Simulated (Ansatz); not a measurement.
# BiS under changes of volume

One of the cells (26.975 Å³/atom); the others are scaled copies at fixed shape and fractional positions:

```
CELL_PARAMETERS angstrom
2.10927 1.21779 3.50049
-2.10927 1.21779 3.50049
0.00000 -2.43558 3.50049
ATOMIC_POSITIONS crystal
Bi 0.00000 0.00000 0.00000
S 0.50000 0.50000 0.50000
```

The cell was built by a generator and needn't be a form met in nature.

```yaml
Program: Ansatz 0.2.0
Functional: PBE
Potentials_or_basis: all-electron LAPW, scalar-relativistic
Cutoff: 186 eV (chosen from the basis error)
Basis_error_allowed: 0.0005 eV/atom
k_mesh: 8 × 8 × 8
Occupations: fermi-dirac, width 0.05 eV
Spin: no spin polarisation
```

```tsv
volume (Å³/atom)	energy over the lowest point (meV/atom)	pressure (GPa)
25.356	7.91	2.6
25.896	1.63	1.2
26.435	0.00	-0.2
26.975	2.53	-1.3
27.514	?	?
28.054	18.37	-3.3
28.593	30.95	-4.1
```

What does the run at 27.514 Å³/atom give?

Energy over the lowest point 8.79 meV/atom; pressure -2.4 GPa.

Worked out: A Birch-Murnaghan fit of order 3 (a polynomial in V^(-2/3)) to the other rows has its minimum at 26.37 Å³/atom with B0 = V·E''(V) = 61 GPa and B' = 4.4 at fixed shape and positions, which overstates the stiffness. It gives 8.77 meV/atom at 27.514 Å³/atom, against the run's 8.79, and -dE/dV = -2.4 GPa, against -2.4.

Energies are extrapolated to zero smearing.
